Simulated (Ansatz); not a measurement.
# Cs3MnF7: the cost of one run

Computed with Ansatz 0.2.0 (DFT, PAW plane waves, r2scan, unless a step's input says otherwise).

## 1. Starting point

The structure is tetragonal, space group P4/mbm (No. 127). The conventional cell has a = 8.369 Å, b = 8.369 Å, c = 6.233 Å, α = 90.00°, β = 90.00°, γ = 90.00°. Around Cs (site symmetry 4/m) lie 6 F at 3.12 to 3.16 Å. Around Cs (site symmetry m2m) lie 10 F at 2.92 to 3.21 Å. Mn (site symmetry mmm) is surrounded by 6 F at 1.86 Å. Around F (site symmetry m) lie 1 Mn at 1.86 Å. F (site symmetry m2m) is surrounded by 1 Mn at 1.86 Å. F (site symmetry 4/m) is surrounded by 6 Cs at 3.03 to 3.12 Å.

Structure file:

```
Cs Mn F
1.0
     8.36900    0.00000    0.00000
     0.00000    8.36900    0.00000
     0.00000    0.00000    6.23300
Cs Mn F
6 2 14
Direct
  0.00000 0.00000 0.00000
  0.50000 0.50000 0.00000
  0.30500 0.80500 0.50000
  0.19500 0.30500 0.50000
  0.69500 0.19500 0.50000
  0.80500 0.69500 0.50000
  0.00000 0.50000 0.00000
  0.50000 0.00000 0.00000
  0.11110 0.61110 0.21100
  0.38890 0.11110 0.21100
  0.88890 0.38890 0.21100
  0.61110 0.88890 0.21100
  0.61110 0.88890 0.78900
  0.88890 0.38890 0.78900
  0.38890 0.11110 0.78900
  0.11110 0.61110 0.78900
  0.34280 0.84280 0.00000
  0.15720 0.34280 0.00000
  0.65720 0.15720 0.00000
  0.84280 0.65720 0.00000
  0.00000 0.00000 0.50000
  0.50000 0.50000 0.50000
```

## 2. A run

The input, input.yaml:

```yaml
crystal:
  lattice:
    - [8.369, 0.0, 0.0]
    - [0.0, 8.369, 0.0]
    - [0.0, 0.0, 6.233]
  atoms:
    - { symbol: Cs, position: [0.0, 0.0, 0.0] }
    - { symbol: Cs, position: [0.5, 0.5, 0.0] }
    - { symbol: Cs, position: [0.305, 0.805, 0.5] }
    - { symbol: Cs, position: [0.195, 0.305, 0.5] }
    - { symbol: Cs, position: [0.695, 0.195, 0.5] }
    - { symbol: Cs, position: [0.805, 0.695, 0.5] }
    - { symbol: Mn, position: [0.0, 0.5, 0.0], spin: 4.5 }
    - { symbol: Mn, position: [0.5, 0.0, 0.0], spin: 4.5 }
    - { symbol: F, position: [0.1111, 0.6111, 0.211] }
    - { symbol: F, position: [0.3889, 0.1111, 0.211] }
    - { symbol: F, position: [0.8889, 0.3889, 0.211] }
    - { symbol: F, position: [0.6111, 0.8889, 0.211] }
    - { symbol: F, position: [0.6111, 0.8889, 0.789] }
    - { symbol: F, position: [0.8889, 0.3889, 0.789] }
    - { symbol: F, position: [0.3889, 0.1111, 0.789] }
    - { symbol: F, position: [0.1111, 0.6111, 0.789] }
    - { symbol: F, position: [0.3428, 0.8428, 0.0] }
    - { symbol: F, position: [0.1572, 0.3428, 0.0] }
    - { symbol: F, position: [0.6572, 0.1572, 0.0] }
    - { symbol: F, position: [0.8428, 0.6572, 0.0] }
    - { symbol: F, position: [0.0, 0.0, 0.5] }
    - { symbol: F, position: [0.5, 0.5, 0.5] }
  symmetry: { tolerance: 0.0003 }
hamiltonian:
  xc: r2scan
  pseudopotentials: { kind: paw, azcp: { folder: soft_1 } }
basis:
  ecutwfc: 500
magnetization:
  spin_polarized: true
scf:
  occupations: { method: fermi_dirac, width: 0.05 }
kpoints:
  mp_grid: { grid: [4, 4, 5], shift: [0, 0, 0] }
output:
  forces: true
  stress: true
  eigenvalues: true
  write_density: true
  write_potential: true
  elf: true
  volumetric_format: npy
```

On the command line:

```console
$ ansatz run input.yaml --threads 6 --pin off --max-ram 14336MiB --backend cpu --events-out ev --progress --plain --runs-dir out
```

What time and memory should one allow on 6 threads of Intel Xeon Platinum 8488C (Sapphire Rapids), shared host?

About 60 s, with a peak of 4.1 GiB.
